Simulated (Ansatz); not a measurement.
# CO on Pt (111)

One table from this session's results is given with a row withheld; the runs are named, their logs left out.

Computed with Ansatz 0.2.0 (DFT RPBE, scalar-relativistic, plane waves, PAW, unless a step's input says otherwise).

3 further runs of the same task are left out: 3 set aside as unsound or not needed.

### The system as given

The structure is trigonal, space group P-3m1 (No. 164). The conventional cell has a = 2.823 Å, b = 2.823 Å, c = 23.916 Å, α = 90.00°, β = 90.00°, γ = 120.00°. Pt (site symmetry 3m) has 9 Pt at 2.82 Å as nearest neighbours. Pt (site symmetry 3m) is surrounded by 12 Pt at 2.80 to 2.82 Å.

Structure file:

```cif
data_structure
_symmetry_space_group_name_H-M 'P-3m1'
_symmetry_Int_Tables_number 164
_cell_length_a 2.8234
_cell_length_b 2.8234
_cell_length_c 23.9158
_cell_angle_alpha 90.000
_cell_angle_beta 90.000
_cell_angle_gamma 120.000
_cell_volume 165.10
loop_
_atom_site_label
_atom_site_type_symbol
_atom_site_symmetry_multiplicity
_atom_site_Wyckoff_symbol
_atom_site_fract_x
_atom_site_fract_y
_atom_site_fract_z
_atom_site_occupancy
Pt1 Pt 2 c 0.00000 0.00000 0.85582 1
Pt2 Pt 2 d 0.66667 0.33333 0.95221 1
```

It is a (111) slab, 6.9 Å thick as cut, with 17 Å of vacuum, in a 2×1 surface cell; its outer planes are Pt (top) and Pt (bottom). An earlier relaxation, lower half held, gave -100292.1629 eV, work function 5.57 eV.

Set-up of the first run:

Planes are indexed in the bulk's conventional cell (Fm-3m (No. 225)), a = 3.993 Å, b = 3.993 Å, c = 3.993 Å, α = 90.00°, β = 90.00°, γ = 90.00°.

input.yaml

```yaml
crystal:
  lattice:
    - [5.6467621712, 0.0, 0.0]
    - [-1.4116905428, 2.4451197447, 0.0]
    - [0.0, 0.0, 27.0658430092]
  atoms:
    - { symbol: Pt, position: [0.3333333333, 0.3333333333, 0.3140489656] }
    - { symbol: Pt, position: [0.8333333333, 0.3333333333, 0.3140489656] }
    - { symbol: Pt, position: [0.6666666667, 0.6666666667, 0.3992220379] }
    - { symbol: Pt, position: [0.1666666667, 0.6666666667, 0.3992220379] }
    - { symbol: Pt, position: [-6.61e-08, -6.61e-08, 0.483320639] }
    - { symbol: Pt, position: [0.4999999339, -6.61e-08, 0.483320639] }
    - { symbol: Pt, position: [0.3333333025, 0.3333333025, 0.5688499598] }
    - { symbol: Pt, position: [0.8333333025, 0.3333333025, 0.5688499598] }
    - { symbol: C, position: [0.3333333025, 0.3333333025, 0.6493942827] }
    - { symbol: O, position: [0.3333333025, 0.3333333025, 0.6918832604] }
basis:
  ecutwfc: 420
kpoints:
  mp_grid: { grid: [6, 12, 1] }
hamiltonian:
  xc: rpbe
scf:
  occupations: { method: gaussian, width: 0.1 }
output:
  forces: true
  eigenvalues: true
  write_density: true
  write_potential: true
  elf: true
  volumetric_format: npy
relax:
  adjacent_minimum: "off"
  f_tol: 0.03
  max_steps: 70
  constraints: [{ sites: [0, 1, 2, 3] }]
efield:
  axis: 3
  dipole_correction: true
```

Run with:

```bash
$ ansatz run input.yaml --threads 2 --pin off --max-ram 5120MiB --backend cpu --events-out ev --progress --plain --runs-dir out
```

Among the steps run: CO at the top (Pt) site; Start: CO, hollow (nearest Pt); CO put at a bridge (Pt-Pt) site.

One table of the session follows, with a row left open; its other results are not shown here.

It belongs to the step «CO: energies by site». 

```
                              start  energy over the lowest (eV)  height (Å)  Δφ, top (eV)  Δ dipole (e·Å)
           top (Pt) at (0.33, 0.33)                         0.00        1.85         -0.25          +0.017
hollow (nearest Pt) at (0.17, 0.67)                            ?           ?             ?               ?
     bridge (Pt-Pt) at (0.33, 0.83)                         0.02        1.45         +0.78          -0.064
hollow (nearest Pt) at (0.00, 0.00)                         0.06        1.31         +1.19          -0.092
```

Q: Estimate the row for hollow (nearest Pt) at (0.17, 0.67) from the others.

The run gave: energy over the lowest (eV): 0.01; height (Å): 1.30; Δφ, top (eV): +1.22; Δ dipole (e·Å): -0.095. In the column «energy over the lowest (eV)» it lies between top (Pt) at (0.33, 0.33) (0.00) and bridge (Pt-Pt) at (0.33, 0.83) (0.02).

To keep in mind: A start on a symmetric site keeps its symmetry, so an end may be a saddle point and not a minimum. Warnings in the runs' records: xc potential rough in thin density.
